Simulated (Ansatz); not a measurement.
# Be2Cd: the cost of one run

Computed with Ansatz 0.2.0 (DFT PBE, scalar-relativistic, plane waves, PAW, unless a step's input says otherwise).

## (1) The starting structure

Symmetry: Cmmm, No. 65, orthorhombic system. Conventional cell: a = 5.011 Å, b = 6.353 Å, c = 14.000 Å, α = 90.00°, β = 90.00°, γ = 90.00°. Around Be (site symmetry m2m) lie 1 Cd at 2.00 Å. Cd (site symmetry mmm) has 2 Be at 2.00 Å as nearest neighbours.

As a file:

```
CELL_PARAMETERS angstrom
4.04563 0.00000 0.00000
-0.94195 3.93444 0.00000
0.00000 0.00000 14.00000
ATOMIC_POSITIONS crystal
Be 0.31521 0.68479 0.50000
Be 0.68479 0.31521 0.50000
Cd 0.00000 0.00000 0.50000
```

Recipe of the guess: random sheet by layer group and Wyckoff sites. Its size is a rough estimate.

It is a sheet, periodic along a and b, with vacuum along c; volumes and pressures of the box carry no meaning, and space groups named for it are those of the box.

## (2) Probe: one point on a coarse mesh

input.yaml reads:

```yaml
crystal:
  lattice:
    - [4.045628, 0.0, 0.0]
    - [-0.941954, 3.934442, 0.0]
    - [0.0, 0.0, 14.0]
  atoms:
    - { symbol: Be, position: [0.31520918, 0.68479082, 0.5] }
    - { symbol: Be, position: [0.68479082, 0.31520918, 0.5] }
    - { symbol: Cd, position: [0.0, 0.0, 0.5] }
  periodic: [true, true, false]
basis:
  ecutwfc: 420
kpoints:
  mp_grid: { grid: [4, 4, 1] }
hamiltonian:
  xc: pbe
scf:
  occupations: { method: gaussian, width: 0.1 }
  lower_state_search: "off"
output:
  forces: true
  stress: true
  eigenvalues: true
```

Run with:

```sh
> ansatz run input.yaml --threads 1 --pin off --max-ram 2048MiB --backend cpu --events-out ev --progress --plain --runs-dir out
```

What time and memory should one allow on 1 thread of Intel Xeon Platinum 8259CL at 2.50GHz (Skylake/Cascade Lake), shared host?

About 4.7 s, with a peak of 0.53 GiB.
